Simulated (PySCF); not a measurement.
# ClOPm (Pm(O)(Cl)): the cost of one run

The runs use PySCF 2.14.0; PBE0, Pm lcecp-1-SVP with ECP50, O def2-SVP, Cl def2-SVP; scalar-relativistic core potentials, no spin–orbit coupling.

1 further run of the same task is left out (for a known fault of the program).

### Step 1. The starting structure

3 atoms, charge 0, spin multiplicity 1.

Bond lengths: Pm1–O2 1.857 Å, Pm1–Cl3 2.669 Å. Angles: O2–Pm1–Cl3 131.8°.

Coordinates:

```xyz
3
ClOPm
Pm    0.00000    0.00000    0.00000
O     1.69540    0.00000    0.75870
Cl   -2.43630    0.00000    1.09030
```

Formal oxidation states: Pm +3. Each metal's 4 4f electrons lie in its core potential, so multiplicities, spins and levels count the valence alone.

### Step 2. SCF at the start, singlet

run.py (the lines that set the calculation) reads:

```python
mol = gto.M(atom='''
Pm     0.00000     0.00000     0.00000
O      1.69540     0.00000     0.75870
Cl    -2.43630     0.00000     1.09030''',
    basis={'Pm': 'lcecp-1-SVP', 'O': 'def2-SVP', 'Cl': 'def2-SVP'},
    ecp={'Pm': 'lcecp-1-SVP'},
    charge=0, spin=0)
mf = dft.RKS(mol, xc='PBE0')
mf.grids.atom_grid = (50, 194)  # f atoms: unpruned, at least (60, 302)
mf = mf.density_fit()  # fitting sets: Pm AutoAux, O def2-universal-JKFIT, Cl def2-universal-JKFIT
mf.conv_tol = 1e-08; mf.max_cycle = 55
mf.kernel(dm0)  # dm0: free metal ions and neutral atoms
```

On the command line:

```
$ OMP_NUM_THREADS=2 python run.py
```

**Question.** How long does this run take on 2 threads of Arm Neoverse V1, shared host, and how much memory does it need?

About 2.1 s, with a peak of 0.32 GiB.
